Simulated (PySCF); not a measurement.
# Sb²⁺: excitation energy in aug-cc-pwCVTZ-DK3

Aim: the excitation energy of antimony from differences of total energies, at each level of theory, and how far each lands from the tabulated value where there is one.

Program: PySCF 2.14.0. Level of theory: unrestricted determinants in a Gaussian basis, no spin-orbit coupling in the energies. These are calculated values, not measurements, unless marked.

## 1. Starting point

- Element: antimony (Z = 51)
- Basis: aug-cc-pwCVTZ-DK3
- Hamiltonian: the spin-free X2C one-electron Hamiltonian (Gaussian nucleus)
- State 1: Sb²⁺: [Kr] 4d10 5s1 5p1 6s1, high-spin 4P determinant (an excited configuration)
- Needed too, but not shown: Sb²⁺ [Kr] 4d10 5s2 5p1 (2P)
- Methods: UHF, LDA, PBE, PBE0, r2SCAN, MP2
- Core shells frozen in the correlated runs: valence: [Kr] 4d10; valence and next inner shell: [Ar] 3d10 (for Sb²⁺)

The outer shells:

Sb2+ [Kr] 4d10 5s1 5p1 6s1
```
[Kr] core
4d [↑↓][↑↓][↑↓][↑↓][↑↓]
5s [↑ ]
5p [↑ ][  ][  ]
6s [↑ ]
```

The runs were made by one driver on top of PySCF. The scripts below sum up each run's settings (the driver also hands on starting orbitals that pick excited configurations, and frozen orbitals as a list rather than a count), and the logs come from the driver's own runs. The driver starts from symmetry-adapted Hartree-Fock orbitals, holds the occupation by maximum overlap and uses a logarithmic radial grid for functionals, so a plain start would take other cycles.

The integrals over 109 functions and the set-up took 9.5 s of CPU time.

## 2. Sb²⁺ [Kr] 4d10 5s1 5p1 6s1

Level: UHF.

input.py reads:

```python
from pyscf import gto, scf, dft, mp, cc
import basis_set_exchange as bse
mol = gto.M(atom="Sb 0 0 0", charge=2, spin=3, symmetry="D2h",
            basis=gto.basis.parse(bse.get_basis("aug-cc-pwCVTZ-DK3", elements=["Sb"], fmt="nwchem")),
            nucmod="G")
mf = scf.UHF(mol).sfx2c1e()
mf.irrep_nelec = {'Ag': (10, 8), 'B1g': (2, 2), 'B2g': (2, 2), 'B3g': (2, 2), 'B1u': (3, 3), 'B2u': (4, 3), 'B3u': (3, 3)}
mf.kernel()
```

Level: LDA.

input.py, as changed from the run before:

```diff
@@ -5,3 +5,3 @@
             nucmod="G")
-mf = scf.UHF(mol).sfx2c1e()
+mf = dft.UKS(mol, xc="LDA,VWN").sfx2c1e()
 mf.irrep_nelec = {'Ag': (10, 8), 'B1g': (2, 2), 'B2g': (2, 2), 'B3g': (2, 2), 'B1u': (3, 3), 'B2u': (4, 3), 'B3u': (3, 3)}
```

Level: PBE.

input.py, as changed from the run before:

```diff
@@ -5,3 +5,3 @@
             nucmod="G")
-mf = dft.UKS(mol, xc="LDA,VWN").sfx2c1e()
+mf = dft.UKS(mol, xc="PBE").sfx2c1e()
 mf.irrep_nelec = {'Ag': (10, 8), 'B1g': (2, 2), 'B2g': (2, 2), 'B3g': (2, 2), 'B1u': (3, 3), 'B2u': (4, 3), 'B3u': (3, 3)}
```

Level: PBE0.

input.py, as changed from the run before:

```diff
@@ -5,3 +5,3 @@
             nucmod="G")
-mf = dft.UKS(mol, xc="PBE").sfx2c1e()
+mf = dft.UKS(mol, xc="PBE0").sfx2c1e()
 mf.irrep_nelec = {'Ag': (10, 8), 'B1g': (2, 2), 'B2g': (2, 2), 'B3g': (2, 2), 'B1u': (3, 3), 'B2u': (4, 3), 'B3u': (3, 3)}
```

Level: r2SCAN.

input.py, as changed from the run before:

```diff
@@ -5,3 +5,3 @@
             nucmod="G")
-mf = dft.UKS(mol, xc="PBE0").sfx2c1e()
+mf = dft.UKS(mol, xc="R2SCAN").sfx2c1e()
 mf.irrep_nelec = {'Ag': (10, 8), 'B1g': (2, 2), 'B2g': (2, 2), 'B3g': (2, 2), 'B1u': (3, 3), 'B2u': (4, 3), 'B3u': (3, 3)}
```

Level: MP2 (valence).

input.py, as changed from the run before:

```diff
@@ -5,4 +5,5 @@
             nucmod="G")
-mf = dft.UKS(mol, xc="R2SCAN").sfx2c1e()
+mf = scf.UHF(mol).sfx2c1e()
 mf.irrep_nelec = {'Ag': (10, 8), 'B1g': (2, 2), 'B2g': (2, 2), 'B3g': (2, 2), 'B1u': (3, 3), 'B2u': (4, 3), 'B3u': (3, 3)}
 mf.kernel()
+mp.UMP2(mf, frozen=23).kernel()
```

Level: MP2 (valence and next inner shell).

input.py, as changed from the run before:

```diff
@@ -8,2 +8,2 @@
 mf.kernel()
-mp.UMP2(mf, frozen=23).kernel()
+mp.UMP2(mf, frozen=14).kernel()
```

Before running it: what results should come out?

The runs gave:

```
                                       quantity                                                     value
excitation energy, Sb²⁺ → [Kr] 4d10 5s1 5p1 6s1  UHF 17.757, MP2 (valence and next inner shell) 19.538 eV
```

**Reading.** The methods span 2.051 eV, from UHF (17.757) to LDA (19.808). No reference value is at hand in this session. All values hold for this basis alone; no basis-set limit was taken.
